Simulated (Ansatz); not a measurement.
**BClFH3OSi: basis-set convergence**

The task here is to estimate one member of a computed series from the others.

The runs use Ansatz 0.2.0, Gaussian basis; one geometry, several basis sets.

Plan: PBE0-D4/def2-SVP; ωB97M-V/def2-SVP; PBE0-D4/def2-QZVPP; ωB97M-V/def2-QZVPP; CCSD(T)/cc-pV(D+d)Z; CCSD(T)/cc-pV(T+d)Z; CCSD(T)/cc-pV(Q+d)Z; the functionals' def2-TZVPP values are taken from earlier runs.

## The geometry

An earlier PBE0-D4 in a triple-zeta def2 set relaxation fixed the geometry.

SMILES `FB(Cl)O[SiH3]`, 8 atoms, charge 0, spin multiplicity 1.

Atoms are counted from 1 here; the program's logs count them from 0.

Bond lengths: F1–B2 1.325 Å, B2–Cl3 1.754 Å, B2–O4 1.334 Å, O4–Si5 1.660 Å, Si5–H6 1.480 Å, Si5–H7 1.480 Å, Si5–H8 1.482 Å. Angles: F1–B2–Cl3 117.8°, F1–B2–O4 121.7°, Cl3–B2–O4 120.6°, B2–O4–Si5 137.4°, O4–Si5–H6 107.4°, O4–Si5–H7 107.3°, O4–Si5–H8 110.5°, H6–Si5–H7 110.5°, H6–Si5–H8 110.6°, H7–Si5–H8 110.6°.

The first run:

File in.yaml:

```yaml
crystal:
  periodic: [false, false, false]
  atoms:
    - {symbol: F, position_ang: [-1.505407, -0.166098, -1.500894]}
    - {symbol: B, position_ang: [-1.389237, -0.539934, -0.234634]}
    - {symbol: Cl, position_ang: [-2.745874, -1.376010, 0.498291]}
    - {symbol: O, position_ang: [-0.282758, -0.294443, 0.469740]}
    - {symbol: Si, position_ang: [1.190276, 0.429754, 0.218995]}
    - {symbol: H, position_ang: [1.290116, 1.566413, 1.162190]}
    - {symbol: H, position_ang: [2.231880, -0.580582, 0.511352]}
    - {symbol: H, position_ang: [1.303107, 0.903699, -1.180841]}
basis:
  gaussian: {orbitals: def2-SVP}
hamiltonian: {xc: pbe0, dispersion: d4}
output: {orbitals: {seedname: orbitals}}
```

Started as:

```sh
$ ansatz run in.yaml --threads 2 --pin off --events-out ev --progress --plain --max-ram 32768MiB --backend cpu
```

Steps of the session up to this table: PBE0-D4 in def2-SVP; ωB97M-V in def2-SVP; PBE0-D4 in def2-QZVPP; ωB97M-V in def2-QZVPP.

One of the session's tables, all rows but one given; the rest of the session is left out.

| functional | basis | HOMO (eV) | LUMO (eV) |
| --- | --- | --- | --- |
| PBE0-D4 | def2-SVP | -9.08 | 0.32 |
| PBE0-D4 | def2-TZVPP | -9.28 | -0.21 |
| PBE0-D4 | def2-QZVPP | -9.31 | -0.35 |
| ωB97M-V | def2-SVP | -11.35 | 2.25 |
| ωB97M-V | def2-TZVPP | -11.61 | 1.43 |
| ωB97M-V | def2-QZVPP | ? | ? |

**Question.** Estimate the row for ωB97M-V, def2-QZVPP.

As computed: HOMO (eV): -11.64; LUMO (eV): 1.10. In the column «HOMO (eV)» it is the lowest.
